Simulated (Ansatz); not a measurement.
# Na2Rh: the cost of one run

Program: Ansatz 0.2.0. Level of theory: DFT PBE, scalar-relativistic, plane waves, PAW. These are calculated values, not measurements.

### 1 The starting structure

Symmetry: P-3m1, No. 164, trigonal system. Conventional cell: a = 3.550 Å, b = 3.550 Å, c = 8.190 Å, α = 90.00°, β = 90.00°, γ = 120.00°. Around Na (site symmetry 3m) lie 3 Rh at 3.26 Å and 9 Na at 3.55 to 3.72 Å. Around Rh (site symmetry -3m) lie 6 Na at 3.26 Å and 6 Rh at 3.55 Å.

Structure file:

```cif
data_structure
_symmetry_space_group_name_H-M 'P-3m1'
_symmetry_Int_Tables_number 164
_cell_length_a 3.5498
_cell_length_b 3.5498
_cell_length_c 8.1905
_cell_angle_alpha 90.000
_cell_angle_beta 90.000
_cell_angle_gamma 120.000
_cell_volume 89.38
loop_
_atom_site_label
_atom_site_type_symbol
_atom_site_symmetry_multiplicity
_atom_site_Wyckoff_symbol
_atom_site_fract_x
_atom_site_fract_y
_atom_site_fract_z
_atom_site_occupancy
Na1 Na 2 d 0.66667 0.33333 0.68977 1
Rh1 Rh 1 a 0.00000 0.00000 0.00000 1
```

Recipe of the guess: close-packed layers stacked ABC|A (P-3m1, No. 164). Lengths come from tabulated atomic sizes and are only a guess.

### 2 The guess as it stands, on a coarse mesh

input.yaml

```yaml
crystal:
  lattice:
    - [3.54975166, 0.0, 0.0]
    - [-1.77487583, 3.07417511, 0.0]
    - [0.0, 0.0, 8.19047654]
  atoms:
    - { symbol: Na, position: [0.66666667, 0.33333333, 0.68977485] }
    - { symbol: Na, position: [0.33333333, 0.66666667, 0.31022515] }
    - { symbol: Rh, position: [0.0, 0.0, 0.0] }
basis:
  ecutwfc: 420
kpoints:
  mp_grid: { grid: [6, 6, 2] }
hamiltonian:
  xc: pbe
scf:
  occupations: { method: gaussian, width: 0.1 }
  lower_state_search: "off"
output:
  forces: true
  stress: true
  eigenvalues: true
```

Run with:

```console
$ ansatz run input.yaml --threads 1 --pin off --max-ram 2048MiB --backend cpu --events-out ev --progress --plain --runs-dir out
```

What time and memory should one allow on 1 thread of Arm Neoverse V1, shared host?

About 1.6 s, with a peak of 0.31 GiB.
